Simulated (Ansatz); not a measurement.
**GaCNCl2 (SMILES N#[C][Ga]([Cl])[Cl]) at 6 levels**

Wanted: a comparison of 6 runs (B2PLYP/cc-pVDZ, PBE/cc-pVDZ, SVWN5/cc-pVDZ, B3LYP/6-31G*, CCSD/cc-pVDZ) of GaCNCl2. 

The calculation is run with Ansatz 0.2.0.

74 further runs of the same task are left out: 1 that didn't finish, 73 set aside as unsound or not needed. Runs told in other sessions of the task aren't counted.

## 1. The system as given

The species is GaCNCl2 (5 atoms), meant as a singlet with charge 0. As SMILES, `N#[C][Ga]([Cl])[Cl]`. The C2–Ga3 distance was set to 2.494 Å, away from the relaxed value.

Bond lengths: N1–C2 1.152 Å, Ga3–Cl4 2.106 Å, Ga3–Cl5 2.106 Å. Angles: Cl4–Ga3–Cl5 120.5°.

## 2. A single-point energy at B2PLYP/cc-pVDZ (run 1)

File input.yaml:

```yaml
crystal:
  periodic: [false, false, false]
  atoms:
    - {symbol: N, position_ang: [1.117458, -1.619193, 2.358245]}
    - {symbol: C, position_ang: [0.701358, -1.016093, 1.469445]}
    - {symbol: Ga, position_ang: [-0.199400, 0.288700, -0.455700]}
    - {symbol: Cl, position_ang: [-1.735500, -0.526200, -1.643200]}
    - {symbol: Cl, position_ang: [0.581700, 2.197000, -0.881800]}
basis:
  gaussian: {orbitals: cc-pVDZ}
hamiltonian: {xc: {name: B2PLYP}}
correlation: {frozen_orbitals: {C: 1, Cl: 5, Ga: 9, "N": 1}}
accuracy: high
output: {orbitals: {seedname: orbitals}}
```

The run is started by

```console
$ ansatz run input.yaml --threads 1 --pin off --max-ram 3480MiB --events-out events.jsonl --progress --plain --runs-dir runs
```

Log:

```text
Warning: RAYON_NUM_THREADS=1 ignored (pool sized by the plan → 1); use --threads N
Functional definition: B2PLYP
  name "B2PLYP"
  parameter a = 0.53
  parameter c = 0.27
  exchange = (1 - a)*b88_x + a*exact_x
  correlation = (1 - c)*lyp_c + c*(mp2_os + mp2_ss)
1965 factors; integrals over basis functions are off by at most 4.4e-9 eV
mean field evaluation 1: about -79919.1594 eV, gradient 4.1e1 eV
mean field evaluation 2: about -79919.4970 eV, gradient 4.0e1 eV
mean field evaluation 4: about -79923.7678 eV, gradient 8.9e0 eV
mean field evaluation 8: about -79923.9856 eV, gradient 5.5e-1 eV
mean field evaluation 16: about -79923.9871 eV, gradient 1.2e-4 eV
mean field -79923.98714823 eV, -2937.1523532731 hartree, gradient 5.4e-8 eV, S^2 0.000000; 0 other end points of the search recorded, 0 dependent functions left out
21 core orbitals not correlated: weight in the atoms' cores, before any rotation towards them, 1.000 or more for the frozen orbitals, at most 0.000 for the correlated occupied ones
reference -79923.98717344 eV, -2937.1523541997 hartree; 18, 18 occupied and 52, 52 virtual orbitals, 1965 factors
second order -21.12301787 eV of doubles, -0.00000000 eV of singles
Total energy: -79929.69038827 eV, -2937.3619434788 hartree
```

Wall time 17 s (1 thread of Intel Xeon Platinum 8375C at 2.90GHz (Ice Lake), shared host); peak memory 0.39 GiB.

## 3. A single-point energy at PBE/cc-pVDZ (run 2)

File input.yaml:

```yaml
crystal:
  periodic: [false, false, false]
  atoms:
    - {symbol: "N", position_ang: [1.117458, -1.619193, 2.358245]}
    - {symbol: C, position_ang: [0.701358, -1.016093, 1.469445]}
    - {symbol: Ga, position_ang: [-0.199400, 0.288700, -0.455700]}
    - {symbol: Cl, position_ang: [-1.735500, -0.526200, -1.643200]}
    - {symbol: Cl, position_ang: [0.581700, 2.197000, -0.881800]}
basis:
  gaussian:
    orbitals: cc-pVDZ
hamiltonian:
  xc: pbe
accuracy: high
output: {orbitals: {seedname: orbitals}}
```

The run is started by

```console
$ ansatz run input.yaml --threads 1 --pin off --max-ram 3480MiB --events-out events.jsonl --progress --plain --runs-dir runs
```

Log:

```text
Warning: RAYON_NUM_THREADS=1 ignored (pool sized by the plan → 1); use --threads N
Functional definition: PBE
  name "PBE"
  parameter kappa = 0.804
  parameter beta = 0.06672455060314922
  exchange = pbe_x(kappa = kappa, mu = beta*pi^2/3)
  correlation = pbe_c(beta = beta)
1965 factors; integrals over basis functions are off by at most 4.4e-9 eV
mean field evaluation 1: about -79922.3408 eV, gradient 5.1e1 eV
mean field evaluation 2: about -79760.0404 eV, gradient 1.8e2 eV
mean field evaluation 4: about -79928.2339 eV, gradient 2.4e1 eV
mean field evaluation 8: about -79929.7751 eV, gradient 9.9e-2 eV
mean field evaluation 16: about -79929.7745 eV, gradient 1.3e-5 eV
mean field -79929.77452814 eV, -2937.3650355622 hartree, gradient 4.8e-8 eV, S^2 0.000000; 0 other end points of the search recorded, 0 dependent functions left out
reference -79929.77453142 eV, -2937.3650356825 hartree; 39, 39 occupied and 52, 52 virtual orbitals, 1965 factors
Total energy: -79929.77453142 eV, -2937.3650356825 hartree
```

Run time: 7.5 s. Hardware: 1 thread of Intel Xeon Platinum 8375C at 2.90GHz (Ice Lake), shared host; peak memory 0.26 GiB.

Run 3 isn't shown in full; the table further down has it.

## 4. A single-point energy at B3LYP/6-31G(d) (spherical functions) (run 4)

Edit input.yaml of step 3 so:

```diff
@@ -1 +1,4 @@
+basis:
+  gaussian:
+    orbitals: 6-31G_st_-spherical.json
 crystal:
@@ -8,7 +11,4 @@
     - {symbol: Cl, position_ang: [0.581700, 2.197000, -0.881800]}
-basis:
-  gaussian:
-    orbitals: cc-pVDZ
 hamiltonian:
-  xc: pbe
+  xc: {name: B3LYP}
 accuracy: high
```

The basis set 6-31G* is read from a file made from the Basis Set Exchange's data (not shown).

The run is started by

```console
$ ansatz run input.yaml --threads 1 --pin off --max-ram 3480MiB --events-out events.jsonl --progress --plain --runs-dir runs
```

Log:

```text
Warning: RAYON_NUM_THREADS=1 ignored (pool sized by the plan → 1); use --threads N
Functional definition: B3LYP
  name "B3LYP"
  parameter a0 = 0.2
  parameter ax = 0.72
  parameter ac = 0.81
  exchange = (1 - a0 - ax)*slater_x + ax*b88_x + a0*exact_x
  correlation = (1 - ac)*vwn_rpa_c + ac*lyp_c
1923 factors; integrals over basis functions are off by at most 4.2e-9 eV
mean field evaluation 1: about -79937.9532 eV, gradient 5.2e1 eV
mean field evaluation 2: about -79833.1172 eV, gradient 1.7e2 eV
mean field evaluation 4: about -79943.9113 eV, gradient 1.8e1 eV
mean field evaluation 8: about -79944.4972 eV, gradient 5.7e-1 eV
mean field evaluation 16: about -79944.6125 eV, gradient 1.4e-4 eV
mean field -79944.61245672 eV, -2937.9103193798 hartree, gradient 4.9e-8 eV, S^2 0.000000; 0 other end points of the search recorded, 0 dependent functions left out
reference -79944.61249633 eV, -2937.9103208354 hartree; 39, 39 occupied and 57, 57 virtual orbitals, 1923 factors
Total energy: -79944.61249633 eV, -2937.9103208354 hartree
```

Wall time 14 s (1 thread of Intel Xeon Platinum 8375C at 2.90GHz (Ice Lake), shared host); peak memory 0.4 GiB.

Run 5 isn't shown in full; the table further down has it.

## 5. A single-point energy at CCSD/cc-pVDZ (run 6)

File run.yaml:

```yaml
crystal:
  periodic: [false, false, false]
  atoms:
    - {symbol: N, position_ang: [1.117458, -1.619193, 2.358245]}
    - {symbol: C, position_ang: [0.701358, -1.016093, 1.469445]}
    - {symbol: Ga, position_ang: [-0.199400, 0.288700, -0.455700]}
    - {symbol: Cl, position_ang: [-1.735500, -0.526200, -1.643200]}
    - {symbol: Cl, position_ang: [0.581700, 2.197000, -0.881800]}
basis:
  gaussian:
    orbitals: cc-pVDZ
total_charge: 0
correlation:
  method: ccsd
  frozen_orbitals: {C: 1, Cl: 5, Ga: 9, "N": 1}
accuracy: high
scf:
  omitted_lower_state_checks: [cluster_reference, increment]
```

The run is started by

```console
$ ansatz run run.yaml --threads 1 --pin off --max-ram 3480MiB --events-out events.jsonl --progress --plain --runs-dir runs
```

Log:

```text
Warning: RAYON_NUM_THREADS=1 ignored (pool sized by the plan → 1); use --threads N
[... 12 lines left out ...]
21 core orbitals not correlated: weight in the atoms' cores, before any rotation towards them, 1.000 or more for the frozen orbitals, at most 0.000 for the correlated occupied ones
[... 25 lines left out ...]
Total energy: -79872.58159465 eV, -2935.2632340232 hartree
Checks for a lower state left out: cluster_reference, increment
```

It took 22 s on 1 thread of Intel Xeon Platinum 8375C at 2.90GHz (Ice Lake), shared host; peak memory 0.48 GiB.

## 6. Overview of the runs

```csv
run,level,frozen core orbitals,Cartesian functions,energy (Eh),HOMO energy (eV),LUMO energy (eV),HOMO–LUMO gap (eV),wall time
1,B2PLYP/cc-pVDZ,21,no,-2937.361943,-10.45,-2.29,8.16,17 s
2,PBE/cc-pVDZ,–,no,-2937.365036,-7.89,-4.29,3.60,7.5 s
3,SVWN5/cc-pVDZ,–,no,-2931.364960,-8.03,-4.55,3.48,5.4 s
4,B3LYP/6-31G* (spherical functions),–,no,-2937.910321,-9.08,-3.88,5.20,14 s
5,B3LYP/6-31G* (Cartesian functions),–,yes,-2937.924307,-9.08,-3.88,5.21,9 s
6,CCSD/cc-pVDZ,21,no,-2935.263234,–,–,–,22 s
```

## 7. Outcome

| quantity | value |
| --- | --- |
| run 6: total energy | -2935.26323 Eh |
| run 6: correlation energy (21 core orbitals frozen) | -644.9 mEh |
| run 6: T1 diagnostic | 0.014 |

**Reading.** Over runs 1, 2, 3, 4, 5 the HOMO–LUMO gap runs from 3.48 eV (SVWN5/cc-pVDZ) to 8.16 eV (B2PLYP/cc-pVDZ). A double hybrid's value is that of its SCF part. Totals of different functionals can't be ranked against each other. All runs together took 75 s, the longest 22 s.
